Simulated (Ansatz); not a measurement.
# C2H5BS: the cost of one run

Computed with Ansatz 0.2.0, Gaussian basis. Level: the settings change from run to run.

### 1 The geometry

An earlier PBE0-D4 in a triple-zeta def2 set relaxation fixed the geometry.

SMILES `BC(=C)S`, 9 atoms, charge 0, spin multiplicity 1.

Atoms are counted from 1 here; the program's logs count them from 0.

Bond lengths: B1–C2 1.538 Å, B1–H5 1.195 Å, B1–H6 1.197 Å, C2–C3 1.345 Å, C2–S4 1.762 Å, C3–H7 1.087 Å, C3–H8 1.083 Å, S4–H9 1.340 Å. Angles: C2–B1–H5 118.2°, C2–B1–H6 121.7°, H5–B1–H6 120.0°, B1–C2–C3 118.7°, B1–C2–S4 121.6°, C3–C2–S4 119.8°, C2–C3–H7 123.5°, C2–C3–H8 119.4°, H7–C3–H8 117.2°, C2–S4–H9 96.5°.

### 2 rPW86-PBE/aug-pcseg-2

Options: a grid of angular degree 47.

in.yaml reads:

```yaml
crystal:
  periodic: [false, false, false]
  atoms:
    - {symbol: B, position_ang: [-0.365301, 0.836631, -0.852973]}
    - {symbol: C, position_ang: [0.018817, -0.161378, 0.251947]}
    - {symbol: C, position_ang: [1.054586, -0.992192, 0.038783]}
    - {symbol: S, position_ang: [-0.863365, -0.236367, 1.774890]}
    - {symbol: H, position_ang: [0.274908, 0.836938, -1.862435]}
    - {symbol: H, position_ang: [-1.277665, 1.599675, -0.722591]}
    - {symbol: H, position_ang: [1.392377, -1.727220, 0.764278]}
    - {symbol: H, position_ang: [1.592347, -0.940386, -0.900104]}
    - {symbol: H, position_ang: [-1.738305, 0.738097, 1.491005]}
basis:
  gaussian: {orbitals: aug-pcseg-2, final_grid: {core_spheres: 20, valence_spheres: 16, degree: 47}}
hamiltonian: {xc: {name: rPW86-PBE}}
```

Launch:

```sh
$ ansatz run in.yaml --threads 2 --pin off --events-out ev --progress --plain --max-ram 4352MiB
```

Q: Estimate wall time and peak memory on 2 threads of Arm Neoverse V2, shared host.

About 8 s, with a peak of 0.42 GiB.
